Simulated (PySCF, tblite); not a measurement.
# C2H5O3Si radical: geometry, infrared bands and EPR parameters

Aim: predict the infrared bands and EPR parameters of C2H5O3Si radical (`O=C(O)[CH]O[SiH3]`).

Computed with tblite 0.8.0 and PySCF 2.14.0, with density-fitted response routines of our own, on a single molecule in the gas phase. Atoms are numbered from 0 throughout.

**1. The molecule as given**

11 atoms, charge 0, multiplicity 2; geometry from: force field or distance geometry start.

Bonds of the start (Å): O0–C1 1.28, C1–O2 1.38, C1–C3 1.45, C3–O4 1.35, O4–Si5 1.70, O2–H6 1.01, C3–H7 1.06, Si5–H8 1.44, Si5–H9 1.49, Si5–H10 1.48.

**2. Geometry optimisation with GFN2-xTB**

Job settings and geometry (Å):

```
{"job": {"kind": "relax", "xc": "GFN2-xTB", "basis": "xTB"}, "charge": 0, "multiplicity": 2}
O     -1.568200    -0.096900     1.667200
C     -1.404600     0.205100     0.430400
O     -2.215000    -0.367000    -0.526900
C     -0.354700     1.122000     0.018600
O      0.894200     0.949400     0.508400
Si     1.802500    -0.342500    -0.116800
H     -2.975700    -1.006800    -0.327000
H     -0.510400     1.726800    -0.835300
H      1.374200    -0.736300    -1.438200
H      3.232100     0.050700    -0.213900
H      1.731100    -1.501800     0.807600
```

Command:

```
$ OMP_NUM_THREADS=1 python probes_run.py task.json out
```

The driver reads the jobs from task.json and runs them one after another.

Log:

```text
step      E/eV     max force
  0    -563.86937    4.562
  1    -564.09310    4.013
  2    -564.23476    1.077
  3    -564.31089    0.770
  4    -564.41842    0.792
  5    -564.44431    0.498
  6    -564.47324    0.400
  7    -564.49446    0.542
  8    -564.51962    0.491
  9    -564.53421    0.393
 10    -564.54831    0.357
 11    -564.56419    0.415
 12    -564.58666    0.593
 13    -564.61462    0.638
 14    -564.64952    0.616
 15    -564.69178    0.680
 16    -564.73628    0.729
 17    -564.77576    0.702
 18    -564.79819    0.802
 19    -564.80541    1.002
 20    -564.83894    0.507
 21    -564.86736    0.696
 22    -564.92956    0.999
 23    -564.97487    0.619
 24    -564.99887    1.670
 25    -565.04819    0.569
 26    -565.06597    0.468
 27    -565.09408    0.529
 28    -565.10798    0.362
 29    -565.12108    0.277
 30    -565.12979    0.295
 31    -565.14040    0.270
 32    -565.15063    0.392
 33    -565.15867    0.484
 34    -565.16460    0.352
 35    -565.16885    0.364
 36    -565.17216    0.182
 37    -565.17506    0.125
 38    -565.17893    0.129
 39    -565.18144    0.121
 40    -565.18556    0.194
 41    -565.18937    0.138
 42    -565.19297    0.130
 43    -565.19582    0.145
 44    -565.19768    0.112
 45    -565.19884    0.152
 46    -565.19983    0.099
 47    -565.20106    0.132
 48    -565.20282    0.207
 49    -565.20673    0.322
 50    -565.21243    0.344
 51    -565.21974    0.328
 52    -565.22769    0.323
 53    -565.23783    0.285
 54    -565.24139    0.813
 55    -565.26458    0.655
 56    -565.27975    0.480
 57    -565.29981    0.417
 58    -565.29994    0.493
 59    -565.31283    0.347
 60    -565.31496    0.616
 61    -565.32515    0.183
 62    -565.33022    0.114
 63    -565.33309    0.114
 64    -565.33476    0.093
 65    -565.33634    0.103
 66    -565.33761    0.106
 67    -565.33904    0.110
 68    -565.34045    0.096
 69    -565.34162    0.079
 70    -565.34244    0.080
 71    -565.34295    0.061
 72    -565.34342    0.071
 73    -565.34409    0.073
 74    -565.34488    0.076
 75    -565.34540    0.060
 76    -565.34567    0.039
 77    -565.34580    0.033
 78    -565.34593    0.048
 79    -565.34614    0.066
 80    -565.34637    0.066
 81    -565.34653    0.040
 82    -565.34661    0.024
 83    -565.34666    0.015
 84    -565.34671    0.027
 85    -565.34678    0.031
 86    -565.34685    0.026
 87    -565.34693    0.025
 88    -565.34704    0.020
 89    -565.34713    0.019
 90    -565.34716    0.013
 91    -565.34718    0.008
```

Wall time 1.3 s (1 thread of Intel Xeon at 2.50GHz, shared host); peak memory 0.18 GiB.

The steps of the relaxation: (not every step is listed)

```csv
step,energy from step 0 (eV),largest force (eV/Å)
0,0.0000,4.5616
1,-0.2237,4.0130
2,-0.3654,1.0765
3,-0.4415,0.7705
4,-0.5490,0.7921
5,-0.5749,0.4979
6,-0.6039,0.3998
7,-0.6251,0.5422
8,-0.6503,0.4910
15,-0.8224,0.6798
22,-1.0602,0.9991
29,-1.2517,0.2766
36,-1.3028,0.1824
43,-1.3265,0.1453
50,-1.3431,0.3437
57,-1.4304,0.4170
64,-1.4654,0.0934
71,-1.4736,0.0610
78,-1.4766,0.0477
85,-1.4774,0.0308
86,-1.4775,0.0257
87,-1.4776,0.0255
88,-1.4777,0.0195
89,-1.4778,0.0188
90,-1.4778,0.0128
91,-1.4778,0.0081
```

Close pairs (by a distance rule), those that changed most:

```csv
bond,before (Å),after (Å),change (Å)
C3–O4,1.353,1.303,-0.050
O0–C1,1.284,1.235,-0.048
O2–H6,1.014,0.970,-0.044
C1–C3,1.453,1.413,-0.041
C1–O2,1.379,1.345,-0.034
Si5–H10,1.484,1.454,-0.030
C3–H7,1.058,1.079,+0.021
Si5–H9,1.486,1.467,-0.018
```

The end geometry stands in the next job.

**3. Harmonic vibrations with GFN2-xTB**

Job settings and geometry (Å):

```
{"job": {"kind": "ir", "xc": "GFN2-xTB", "basis": "xTB"}, "charge": 0, "multiplicity": 2}
O     -0.678717    -1.093621     0.272790
C     -1.204362    -0.007219     0.009267
O     -2.538525     0.159233    -0.021490
C     -0.409717     1.125345    -0.276391
O      0.884954     0.983067    -0.251236
Si     1.696256    -0.447449     0.094012
H     -2.966957    -0.684317     0.190763
H     -0.817532     2.095334    -0.513728
H      1.500730    -1.447226    -0.943922
H      3.016350     0.173394    -0.065470
H      1.522944    -0.853871     1.479442
```

Log:

```text
mode    cm-1     km/mol
  1     113.7      1.72
  2     132.0     39.75
  3     250.7      1.82
  4     329.1      0.33
  5     330.0      7.79
  6     467.3     52.07
  7     515.2     61.03
  8     584.5    186.05
  9     611.0      1.93
 10     620.4     47.14
 11     644.4     41.74
 12     683.4    115.21
 13     691.2     43.36
 14     744.8    169.74
 15     855.2    250.14
 16     858.2    161.37
 17     988.6     10.14
 18    1121.7    404.84
 19    1181.0      3.70
 20    1293.5    264.92
 21    1460.5    104.18
 22    1619.1    191.82
 23    2236.2    343.81
 24    2321.9     55.67
 25    2325.7    316.22
 26    3085.0      8.43
 27    3461.4     58.77
```

It took 0.77 s on 1 thread of Intel Xeon at 2.50GHz, shared host; peak memory 0.18 GiB.

The strongest bands and the atoms that carry them (share of the mass-weighted mode):

```csv
cm⁻¹,km/mol,atoms
584,186.1,"H10 19 %, H8 19 %, H6 18 %, H7 14 %"
745,169.7,"H8 34 %, H10 33 %, H9 20 %"
855,250.1,"H9 44 %, H8 41 %"
1122,404.8,"H6 45 %, O2 29 %, O0 11 %"
1294,264.9,"C1 35 %, O4 23 %, C3 19 %, H6 16 %"
1619,191.8,"C1 60 %, O0 26 %"
2236,343.8,H9 91 %
2326,316.2,"H10 70 %, H8 25 %"
```

**4. EPR parameters: B3LYP/pcH-1**

Settings changed since step 3:

```diff
@@ -1,2 +1,2 @@
-{"job": {"kind": "ir", "xc": "GFN2-xTB", "basis": "xTB"}, "charge": 0, "multiplicity": 2}
+{"job": {"kind": "epr", "basis": "pcH-1"}, "charge": 0, "multiplicity": 2}
 O     -0.678717    -1.093621     0.272790
```

Level: UKS B3LYP, pcH-1 on C H O Si, non-relativistic, mean-field spin-orbit, GIAO.

Log:

```text
UKS, coarse grid
  cycle   1  E = -594.19479177  |g| = 8.00e-01
  cycle   2  E = -593.59132443  |g| = 1.50e+00
  cycle   3  E = -594.38479996  |g| = 2.63e-01
  cycle   4  E = -594.40747504  |g| = 1.02e-01
  cycle   5  E = -594.41075669  |g| = 2.52e-02
  cycle   6  E = -594.41101176  |g| = 1.01e-02
  cycle   7  E = -594.41105064  |g| = 4.02e-03
  cycle   8  E = -594.41106139  |g| = 1.91e-03
  cycle   9  E = -594.41106441  |g| = 4.79e-04
UKS, final grid
  cycle   1  E = -594.41106157  |g| = 5.44e-04
  cycle   2  E = -594.41106144  |g| = 8.03e-04
  cycle   3  E = -594.41106172  |g| = 1.74e-04
  cycle   4  E = -594.41106173  |g| = 3.87e-05
  cycle   5  E = -594.41106173  |g| = 4.18e-05
  cycle   6  E = -594.41106174  |g| = 1.03e-05
E = -594.41106174 Eh   <S^2> = 0.7544 (exact 0.7500)
g shifts (ppm)      1          2          3
  rmc          -229       -229       -229
  gc            -13         50         44
  oz_so          -9       2604       3622
  total        -251       2425       3436
hyperfine (MHz)  atom isotope    a_iso     a_fc   dipolar eigenvalues
    0   17O     -14.52     -14.36    -58.50     28.97     29.53
    1   13C     -28.67     -28.69     -5.67     -1.76      7.42
    2   17O      -0.24      -0.22    -13.61      6.13      7.48
    3   13C      45.78      45.83    -55.06    -54.47    109.53
    4   17O     -19.72     -19.70    -70.02     34.29     35.73
    5  29Si       8.04       8.06     -0.66     -0.25      0.91
    6    1H      -4.94      -4.96     -3.23     -3.04      6.27
    7    1H     -47.54     -47.55    -26.02     -2.14     28.16
    8    1H      19.83      19.83     -2.22     -1.56      3.78
    9    1H      -2.55      -2.55     -2.31     -2.18      4.49
   10    1H      19.70      19.70     -2.22     -1.56      3.78
```

It took 83 s on 1 thread of Intel Xeon at 2.50GHz, shared host; peak memory 0.8 GiB.

Principal g values 2.00207, 2.00474, 2.00575; g(iso) = 2.00419, against 2.00232 for a free electron.

Hyperfine couplings; where a row names several nuclei, a(iso) is their mean (it holds for fast rotation or exchange) and the dipolar term the largest among them:

```csv
nuclei,isotope,a(iso) (MHz),"a(iso) (G, at g = 2.0023)",largest dipolar term (MHz)
H7,1H,-47.5,-17.0,28.2
C3,13C,45.8,16.3,109.5
C1,13C,-28.7,-10.2,7.4
O4,17O,-19.7,-7.0,-70.0
O0,17O,-14.5,-5.2,-58.5
"H8, H9, H10",1H,12.3,4.4,4.5
Si5,29Si,8.0,2.9,0.9
H6,1H,-4.9,-1.8,6.3
O2,17O,-0.2,-0.1,-13.6
```

Mulliken spin populations:

```csv
atom,value (e)
O0,0.18
C1,0.02
O2,0.03
C3,0.64
O4,0.16
Si5,-0.01
H6,0.00
H7,-0.03
H8,0.01
H9,0.00
H10,0.01
```

In first order the couplings over 0.8 MHz of 1H give 16 distinct lines over 31.9 G, if the averaged nuclei exchange fast.

Orbitals, density, ELF and potential are computed afterwards from the orbital file.

ELF in a plane through or near 9 of the atoms.

Values, 10 rows by 14 columns:
```
0.00 0.00 0.00 0.00 0.00 0.00 0.00 0.00 0.00 0.00 0.00 0.00 0.00 0.00
0.00 0.00 0.00 0.00 0.00 0.00 0.00 0.00 0.05 0.01 0.00 0.00 0.00 0.00
0.00 0.00 0.00 0.00 0.00 0.12 0.06 0.20 0.99 0.92 0.01 0.00 0.00 0.00
0.00 0.01 0.62 0.92 0.02 0.83 0.83 0.49 0.99 0.70 0.00 0.00 0.00 0.00
0.00 0.32 1.00 1.00 0.76 0.78 0.64 0.35 0.84 0.12 0.82 0.52 0.02 0.00
0.00 0.08 0.84 0.96 0.21 0.66 0.20 0.30 0.41 0.82 0.33 0.41 0.03 0.00
0.00 0.00 0.02 0.09 0.22 0.31 0.21 0.64 0.78 0.08 0.98 0.75 0.02 0.00
0.00 0.00 0.00 0.01 0.05 0.04 0.04 0.62 0.74 0.20 0.11 0.08 0.00 0.00
0.00 0.00 0.00 0.00 0.00 0.00 0.00 0.00 0.01 0.00 0.00 0.00 0.00 0.00
0.00 0.00 0.00 0.00 0.00 0.00 0.00 0.00 0.00 0.00 0.00 0.00 0.00 0.00
```
The map spans 11.2 Å across and 9.3 Å up, centred on the molecule. Atoms in the plane (x, y in Å): O0 (0.5, -1.2), C1 (1.2, -0.1), O2 (2.5, -0.1), C3 (0.5, 1.1), O4 (-0.8, 1.1), Si5 (-1.7, -0.3), H6 (2.9, -1.0), H7 (1.1, 2.1), H9 (-3.0, 0.5).

log10 of the density (e/Å³) in the same plane.

Values, 10 rows by 14 columns:
```
-4.0 -4.0 -4.0 -4.0 -4.0 -4.0 -4.0 -4.0 -4.0 -4.0 -4.0 -4.0 -4.0 -4.0
-4.0 -4.0 -4.0 -4.0 -4.0 -4.0 -3.7 -3.0 -2.7 -3.0 -3.9 -4.0 -4.0 -4.0
-4.0 -4.0 -3.6 -3.2 -3.0 -2.0 -1.8 -1.5 -1.0 -1.6 -3.0 -4.0 -4.0 -4.0
-4.0 -3.1 -2.3 -1.7 -1.6 -0.3  0.2 -0.1  0.2 -0.9 -2.2 -2.9 -4.0 -4.0
-3.8 -2.5 -1.4  0.0 -0.4  0.1  0.7  0.2  0.2 -0.6 -0.3 -1.2 -2.6 -4.0
-4.0 -2.7 -1.7 -0.6  0.4  1.2 -0.7 -0.3  1.7  0.3  1.4 -0.7 -2.1 -4.0
-4.0 -3.3 -2.5 -1.6 -0.7 -0.6 -0.7  0.8  0.4 -0.7  0.0 -1.0 -2.5 -4.0
-4.0 -4.0 -3.6 -2.7 -2.0 -1.8 -1.6 -0.7 -0.8 -1.6 -2.0 -2.5 -3.6 -4.0
-4.0 -4.0 -4.0 -3.9 -3.4 -3.3 -3.3 -2.8 -2.8 -3.5 -4.0 -4.0 -4.0 -4.0
-4.0 -4.0 -4.0 -4.0 -4.0 -4.0 -4.0 -4.0 -4.0 -4.0 -4.0 -4.0 -4.0 -4.0
```
The map spans 11.2 Å across and 9.3 Å up, centred on the molecule. Atoms in the plane (x, y in Å): O0 (0.5, -1.2), C1 (1.2, -0.1), O2 (2.5, -0.1), C3 (0.5, 1.1), O4 (-0.8, 1.1), Si5 (-1.7, -0.3), H6 (2.9, -1.0), H7 (1.1, 2.1), H9 (-3.0, 0.5).

On the surface of density 0.002 e/bohr³ the electrostatic potential runs, from the 1st to the 99th percentile, from -1.23 V near O0 to 2.65 V near H6.

The spin density lies nearest to C3 44 %; O0, O4 about 17 % each; C1 8 %; H7 7 %.

**5. Results**

| quantity | value |
| --- | --- |
| strongest single infrared mode (GFN2-xTB) | 1122 cm⁻¹, 405 km/mol |
| zero-point energy (GFN2-xTB) | 42.2 kcal/mol |
| g(iso) (B3LYP) | 2.00419 |
| ⟨S²⟩ | 0.754 (exact 0.75) |
| largest a(iso) (averaged by class) | 1H on H7, -47.5 MHz |
| surface potential, 1st and 99th percentile | -1.23 V and 2.65 V |

Over 91 steps the energy fell by 1.478 eV; of the close pairs, C3–O4 changed most, 1.353 to 1.303 Å. No mode is imaginary among the 27: a minimum at this level. The strongest single mode, at 1122 cm⁻¹, moves mainly H6 and O2. Unscaled tight-binding wavenumbers are off by several per cent, some by more. Its intensities can rank the bands wrongly. Most of the unpaired spin sits on C3 (0.64 e). The isotropic g lies 1.9 ppt above the free-electron value.
